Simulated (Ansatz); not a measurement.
# C2F3N (cyanotrifluoromethane) at B3LYP/cc-pVDZ

Aim: the electronic atomisation energy of C2F3N (cyanotrifluoromethane) at B3LYP/cc-pVDZ, from 4 runs. 

The calculation is run with Ansatz 0.2.0.

51 further runs of the same task are left out: 12 that didn't finish, 39 set aside as unsound or not needed.

## (1) Starting point

C2F3N: 6 atoms, total charge 0, spin state singlet. SMILES: `N#CC(F)(F)F`. The coordinates come from a PBE0-D4/def2-TZVP relaxation.

Bond lengths: N1–C2 1.146 Å, C2–C3 1.481 Å, C3–F4 1.326 Å, C3–F5 1.326 Å, C3–F6 1.326 Å. Angles: N1–C2–C3 180.0°, C2–C3–F4 110.1°, C2–C3–F5 110.1°, C2–C3–F6 110.1°, F4–C3–F5 108.8°, F4–C3–F6 108.8°, F5–C3–F6 108.8°.

## (2) A single-point energy at B3LYP/cc-pVDZ

File job.yaml:

```yaml
basis:
  gaussian: {orbitals: cc-pVDZ}
crystal:
  periodic: [false, false, false]
  atoms:
    - symbol: "N"
      position_ang: [1.022100, -1.705100, 0.893500]
    - symbol: C
      position_ang: [0.486200, -0.810600, 0.417800]
    - symbol: C
      position_ang: [-0.206400, 0.345600, -0.197200]
    - symbol: F
      position_ang: [-1.316000, -0.055800, -0.802300]
    - symbol: F
      position_ang: [0.581500, 0.927000, -1.091500]
    - symbol: F
      position_ang: [-0.525200, 1.234800, 0.733600]
total_charge: 0
hamiltonian: {xc: {name: B3LYP}}
accuracy: high
output: {orbitals: {seedname: orbitals}}
```

Launch:

```bash
$ ansatz run job.yaml --threads 1 --pin off --max-ram 3480MiB --events-out events.jsonl --progress --plain --runs-dir runs
```

Output:

```text
Warning: RAYON_NUM_THREADS=1 ignored (pool sized by the plan → 1); use --threads N
Functional definition: B3LYP
  name "B3LYP"
  parameter a0 = 0.2
  parameter ax = 0.72
  parameter ac = 0.81
  exchange = (1 - a0 - ax)*slater_x + ax*b88_x + a0*exact_x
  correlation = (1 - ac)*vwn_rpa_c + ac*lyp_c
1829 factors; integrals over basis functions are off by at most 2.6e-9 eV
mean field evaluation 1: about -11708.6328 eV, gradient 5.3e1 eV
mean field evaluation 2: about -11694.5341 eV, gradient 9.8e1 eV
mean field evaluation 4: about -11713.5821 eV, gradient 5.0e0 eV
mean field evaluation 8: about -11713.8386 eV, gradient 2.0e-1 eV
mean field evaluation 16: about -11713.8387 eV, gradient 9.1e-6 eV
mean field -11713.83867908 eV, -430.4756315312 hartree, gradient 7.1e-9 eV, S^2 0.000000; 0 other end points of the search recorded, 0 dependent functions left out
reference -11713.83870492 eV, -430.4756324806 hartree; 23, 23 occupied and 61, 61 virtual orbitals, 1829 factors
Total energy: -11713.83870492 eV, -430.4756324806 hartree
```

It took 10 s on 1 thread of Arm Neoverse N1, shared host; peak memory 0.26 GiB.

## (3) The C atom

File job.yaml:

```yaml
crystal:
  periodic: [false, false, false]
  atoms:
    - {symbol: C, position_ang: [0.000000, 0.000000, 0.000000]}
basis:
  gaussian: {orbitals: cc-pVDZ}
magnetization: {spin_polarized: true, initial_magnetization: 2}
hamiltonian: {xc: {name: B3LYP}}
accuracy: high
```

Launch:

```bash
$ ansatz run job.yaml --threads 1 --pin off --max-ram 3480MiB --events-out events.jsonl --progress --plain --runs-dir runs
```

Output, shortened:

```text
Warning: RAYON_NUM_THREADS=1 ignored (pool sized by the plan → 1); use --threads N
[... 7 set-up lines as earlier in the session ...]
96 factors; integrals over basis functions are off by at most 1.3e-9 eV
mean field evaluation 1: about -1029.9161 eV, gradient 3.7e0 eV
mean field evaluation 2: about -1029.9936 eV, gradient 1.2e0 eV
mean field evaluation 4: about -1030.0043 eV, gradient 2.3e-1 eV
mean field evaluation 8: about -1030.0047 eV, gradient 1.6e-5 eV
mean field -1030.00468859 eV, -37.8519741435 hartree, gradient 2.0e-9 eV, S^2 2.002453; 0 other end points of the search recorded, 0 dependent functions left out
reference -1030.00470938 eV, -37.8519749074 hartree; 4, 2 occupied and 10, 12 virtual orbitals, 96 factors
Total energy: -1030.00470938 eV, -37.8519749074 hartree
```

It took 0.5 s on 1 thread of Arm Neoverse N1, shared host.

## (4) The F atom at the same level

File job.yaml:

```yaml
crystal:
  periodic: [false, false, false]
  atoms:
    - {symbol: F, position_ang: [0.000000, 0.000000, 0.000000]}
basis:
  gaussian:
    orbitals: cc-pVDZ
magnetization:
  spin_polarized: true
  initial_magnetization: 1
accuracy: high
hamiltonian:
  xc: {name: B3LYP}
```

Run the same way, it converges to -99.72660 Eh (log not shown).

## (5) The N atom, same level

File job.yaml:

```yaml
crystal:
  periodic: [false, false, false]
  atoms:
    - {symbol: N, position_ang: [0.000000, 0.000000, 0.000000]}
basis:
  gaussian: {orbitals: cc-pVDZ}
hamiltonian: {xc: {name: B3LYP}}
accuracy: high
magnetization: {spin_polarized: true, initial_magnetization: 3}
```

Run the same way, it converges to -54.58914 Eh (log not shown).

## (6) Summary of results

At B3LYP/cc-pVDZ:

| quantity | value |
| --- | --- |
| molecule: total energy | -430.47563 Eh |
| molecule: HOMO energy | -10.58 eV |
| molecule: LUMO energy | -0.68 eV |
| molecule: HOMO–LUMO gap | 9.90 eV |
| C atom: total energy | -37.85197 Eh |
| C atom: ⟨S²⟩ | 2.002 |
| F atom: total energy | -99.72660 Eh |
| F atom: ⟨S²⟩ | 0.751 |
| N atom: total energy | -54.58914 Eh |
| N atom: ⟨S²⟩ | 3.752 |
| electronic atomisation energy | 27.286 eV |

What this shows: Taking the molecule apart into free atoms costs 27.29 eV (629 kcal/mol), before zero-point energy and without spin-orbit coupling.
